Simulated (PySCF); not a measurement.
# C5H5FS: the cost of one run

Computed with PySCF 2.14.0 and routines of our own; the level stands in each step. Atoms count from 0.

## (1) The system as given

12 atoms, charge 0, multiplicity 1; geometry from: GFN2-xTB.

## (2) Optimising the geometry at BHandHLYP/cc-pVDZ

Job settings and geometry (Å):

```
{"job": {"xc": "BHandHLYP", "basis": "cc-pVDZ", "grid": 1, "kind": "geom"}, "charge": 0, "multiplicity": 1}
C     -2.473017    -0.154050     0.043104
C     -1.277775    -0.033611    -0.536534
C     -0.038140    -0.018646     0.193210
F     -0.148013    -0.135148     1.529092
C      1.196401     0.102077    -0.355794
C      2.399404     0.113394     0.389702
S      3.873988     0.259131    -0.300252
H     -3.381392    -0.161395    -0.532504
H     -2.571321    -0.248458     1.111912
H     -1.179448     0.060591    -1.607950
H      1.272274     0.194953    -1.428864
H      2.328237     0.020475     1.468852
```

The run is started by

```
OMP_NUM_THREADS=1 python excited_run.py task.json out
```

One launch serves the whole session: the jobs run in the order shown.

**Question.** How long does this first job take on 1 thread of Arm Neoverse N1, shared host, and how much memory does it need?

About 69 s, with a peak of 0.53 GiB.
